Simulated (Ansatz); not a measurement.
Relaxation of a periodic cell of 17 atoms, Na$_{16}$H (host Na, host structure bcc, interstitial H), to a largest force component of 0.03 eV/Å in at most 60 steps.

Method: DFT PBE-D3(BJ), scalar-relativistic, plane waves, PAW in Ansatz 0.2.0. Settings: cutoff 420 eV, k mesh 2x2x2, fermi-dirac smearing 0.05 eV, no spin polarisation.

```xyz
17
Lattice="8.4600 0.0000 0.0000 0.0000 8.4600 0.0000 0.0000 0.0000 8.4600" Properties=species:S:1:pos:R:3
Na 0.000 0.000 0.000
Na 4.230 0.000 0.000
Na 0.000 4.230 0.000
Na 0.000 0.000 4.230
Na 2.115 2.115 2.115
Na 4.230 4.230 0.000
Na 4.230 0.000 4.230
Na 6.345 2.115 2.115
Na 0.000 4.230 4.230
Na 2.115 6.345 2.115
Na 2.115 2.115 6.345
Na 4.230 4.230 4.230
Na 6.345 6.345 2.115
Na 6.345 2.115 6.345
Na 2.115 6.345 6.345
Na 6.345 6.345 6.345
H 2.100 4.154 7.498
```

Question: Where does it end, and by what steps?

Answer: It converged. The force dipped under the threshold on the way, but the program's further checks kept it going. Limits of this set-up: coarse k mesh, odd electron count without spin, a small cell, in which the defect meets its images, a typed lattice constant that wasn't relaxed here. After 4 steps the energy has fallen by 0.037 eV; Na9 moved furthest, 0.17 Å.

```
step  energy less start (eV)  largest force component (eV/Å)  accepted
   0                  0.0000                           0.126       yes
   1                 -0.0139                           0.099       yes
   2                 -0.0284                           0.032       yes
   3                 -0.0352                           0.006       yes
   4                 -0.0365                           0.006       yes
```

```xyz
17
Lattice="8.4600 0.0000 0.0000 0.0000 8.4600 0.0000 0.0000 0.0000 8.4600" Properties=species:S:1:pos:R:3
Na 0.097 -0.003 -0.054
Na 4.131 -0.003 -0.054
Na 0.127 4.225 0.056
Na -0.078 -0.004 4.335
Na 2.114 2.025 2.261
Na 4.101 4.225 0.056
Na 4.306 -0.004 4.335
Na 6.344 2.010 2.031
Na -0.087 4.224 4.082
Na 2.114 6.422 2.259
Na 2.114 2.262 6.311
Na 4.315 4.224 4.083
Na 6.344 6.442 2.031
Na 6.344 2.208 6.396
Na 2.114 6.189 6.308
Na 6.344 6.243 6.397
H 2.114 4.230 7.426
```

Whether the end is a true minimum wasn't checked by a vibrational analysis.

Run time: 60 s on 2 threads of Intel(R) Xeon(R) Platinum 8259CL CPU @ 2.50GHz (Skylake/Cascade Lake), on a shared host, peak memory 1 GiB.
